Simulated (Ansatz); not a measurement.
**C₂H₄FNSi: how energies converge with the basis set**

An exercise on one series of results from a longer session: the logs are not shown, and one member is left open.

Program: Ansatz 0.2.0, Gaussian basis. Level of theory: one geometry, several basis sets. These are calculated values, not measurements.

Plan: PBE0-D4/def2-SVP; ωB97M-V/def2-SVP; PBE0-D4/def2-QZVPP; ωB97M-V/def2-QZVPP; the functionals' def2-TZVPP values are taken from earlier runs.

**Structure used throughout**

All runs share one geometry, relaxed beforehand with PBE0-D4 in a triple-zeta def2 set.

SMILES `C[SiH]1N=C1F`, 9 atoms, charge 0, spin multiplicity 1.

Atoms are counted from 1 here; the program's logs count them from 0.

Bond lengths: C1–Si2 1.849 Å, C1–H6 1.091 Å, C1–H7 1.093 Å, C1–H8 1.094 Å, Si2–N3 1.799 Å, Si2–C4 1.768 Å, Si2–H9 1.480 Å, N3–C4 1.262 Å, C4–F5 1.318 Å. Angles: Si2–C1–H6 110.8°, Si2–C1–H7 110.7°, Si2–C1–H8 110.0°, H6–C1–H7 108.8°, H6–C1–H8 108.8°, H7–C1–H8 107.7°, C1–Si2–N3 120.3°, C1–Si2–C4 124.4°, C1–Si2–H9 113.5°, N3–Si2–C4 41.4°, N3–Si2–H9 117.3°, C4–Si2–H9 120.2°, Si2–N3–C4 68.0°, Si2–C4–N3 70.6°, Si2–C4–F5 161.4°, N3–C4–F5 128.0°.

Set-up of the first run:

File in.yaml:

```yaml
crystal:
  periodic: [false, false, false]
  atoms:
    - {symbol: C, position_ang: [-1.308535, -0.474719, -0.245279]}
    - {symbol: Si, position_ang: [0.238837, 0.106947, 0.583510]}
    - {symbol: N, position_ang: [1.843518, -0.493201, 0.034616]}
    - {symbol: C, position_ang: [1.660838, 0.717569, -0.271163]}
    - {symbol: F, position_ang: [2.477339, 1.523306, -0.920949]}
    - {symbol: H, position_ang: [-1.136834, -0.647016, -1.308580]}
    - {symbol: H, position_ang: [-2.107510, 0.262345, -0.131652]}
    - {symbol: H, position_ang: [-1.649779, -1.407776, 0.211683]}
    - {symbol: H, position_ang: [0.070726, 0.366245, 2.030615]}
basis:
  gaussian: {orbitals: def2-SVP}
hamiltonian: {xc: pbe0, dispersion: d4}
output: {orbitals: {seedname: orbitals}}
```

On the command line:

```console
$ ansatz run in.yaml --threads 2 --pin off --events-out ev --progress --plain --max-ram 4352MiB
```

Among the steps run: PBE0-D4 in def2-SVP; ωB97M-V in def2-SVP; PBE0-D4 in def2-QZVPP; ωB97M-V in def2-QZVPP.

One table of the session follows, with a row left open; its other results are not shown here.

It belongs to the step «Density functionals: the series». 

| functional | basis | HOMO (eV) |
| --- | --- | --- |
| PBE0-D4 | def2-SVP | ? |
| PBE0-D4 | def2-TZVPP | -7.23 |
| PBE0-D4 | def2-QZVPP | -7.27 |
| ωB97M-V | def2-SVP | -9.38 |
| ωB97M-V | def2-TZVPP | -9.49 |
| ωB97M-V | def2-QZVPP | -9.53 |

Q: Estimate the row for PBE0-D4, def2-SVP from the others.

**Answer.** HOMO (eV): -7.15. In the column «HOMO (eV)» it is the highest.
